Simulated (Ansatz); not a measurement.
Crystal: PBr.

```
Br P
1.0
     4.93856    0.00000    0.00000
    -2.06239    5.19450    0.00000
    -0.69678   -0.65377    6.23326
Br P
2 2
Direct
  0.66580 0.85501 0.24276
  0.33420 0.14499 0.75724
  0.64072 0.49976 0.63187
  0.35928 0.50024 0.36813
```

The cell comes from a database or a generator and needn't be the stable form of this composition.

Base run:

* Program: Ansatz 0.2.0
* Functional: PBE0
* Potentials or basis: Ansatz PAW
* Cutoff: 420 eV (not typed: the program's choice for these potentials)
* k mesh: 4 × 3 × 3
* Occupations: fermi-dirac, width 0.05 eV
* Spin: no spin polarisation

Its results: band gap on the k mesh 3.17 eV, direct; pressure -0.8 GPa; largest force 0.605 eV/Å.

The run is repeated on the same cell with these changes: functional from PBE0 to BLYP. What comes out?

Band gap on the k mesh 1.62 eV, direct; pressure 1.4 GPa; largest force 0.351 eV/Å.

PBE0 gives the wider gap, since exact exchange removes part of the self-interaction.

Caveats: the k mesh misses the band edges, so the gap on the mesh is wider than the one along the path; the PAW data sets come from PBE, with cores solved anew for the run's functional, which leaves a small shift of forces and pressure; the thresholds are loose for stress (some runs).
